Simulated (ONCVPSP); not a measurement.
# Be: the cost of one run

Program: ONCVPSP 4.0.1. Reference atom: PBE, scalar-relativistic, spherical and spin-unpolarised. All values are calculated.

## Step 1: Settings

Typed settings, in words:

```json
{
 "element": "beryllium (Be, Z = 4)",
 "type": "optimised norm-conserving Vanderbilt (ONCV)",
 "frozen core": "none",
 "valence charge": "4",
 "reference configuration": "1s2 2s2",
 "partial waves": "1s+2s: rc 0.75 bohr, ncon 4, nbas 7, qcut 12.3 1/bohr, 2 projectors; p scattering state at 0.21 Ha: rc 0.70 bohr, ncon 4, nbas 8, qcut 13.2 1/bohr, 2 projectors, debl 3.7 Ha; d scattering state at 0.17 Ha: rc 0.80 bohr, ncon 4, nbas 8, qcut 10.8 1/bohr, 1 projector",
 "local potential": "polynomial inside 0.60 bohr (lpopt 5, dvloc0 -1 Ha)",
 "core correction": "not asked for"
}
```

The nodes and maxima of the atom's own shells, from an earlier all-electron run, set the scale for the radii.

All-electron outer shells of the reference configuration (PBE, scalar-relativistic, ld1.x):

| shell | level (eV) | outermost node (bohr) | outermost maximum (bohr) |
| --- | --- | --- | --- |
| 1s | -106.21 | – | 0.27 |
| 2s | -5.61 | 0.59 | 2.04 |
| 2p | -2.02 | – | 2.28 |

## Step 2: Generation

Contents of Be.dat:

```
# ATOM AND REFERENCE CONFIGURATION
# atsym  z   nc   nv     iexc    psfile
  Be 4.00    0    2        4      upf
#
#   n    l    f
    1    0    2.00
    2    0    2.00
#
# PSEUDOPOTENTIAL AND OPTIMIZATION
# lmax
    2
#
#   l,   rc,      ep,       ncon, nbas, qcut
    0    0.75    0.00    4    7   12.30
    1    0.70    0.21    4    8   13.20
    2    0.80    0.17    4    8   10.80
#
# LOCAL POTENTIAL
# lloc, lpopt,  rc(5),   dvloc0
    4    5    0.60   -1.00
#
# VANDERBILT-KLEINMAN-BYLANDER PROJECTORs
# l, nproj, debl
    0    2    1.20
    1    2    3.70
    2    1    0.60
#
# MODEL CORE CHARGE
# icmod, fcfact, rcfact
    0    0.00    0.00
#
# LOG DERIVATIVE ANALYSIS
# epsh1, epsh2, depsh
   -5.00    5.00    0.04
#
# OUTPUT GRID
# rlmax, drl
    6.00    0.01
#
# TEST CONFIGURATIONS
# ncnf
    4
# nvcnf
#   n    l    f
    2
    1    0    2.00
    2    0    1.00
#
    2
    1    0    2.00
    2    0    0.00
#
    2
    1    0    2.00
    2    0    1.50
#
    3
    1    0    2.00
    2    0    0.00
    2    1    2.00
#
```

On the command line:

```console
oncvpsp.x < Be.dat > Be.out
```

**Question.** How long does this run take on 1 thread of Intel Xeon 6975P-C, shared host?

About 2.6 s.
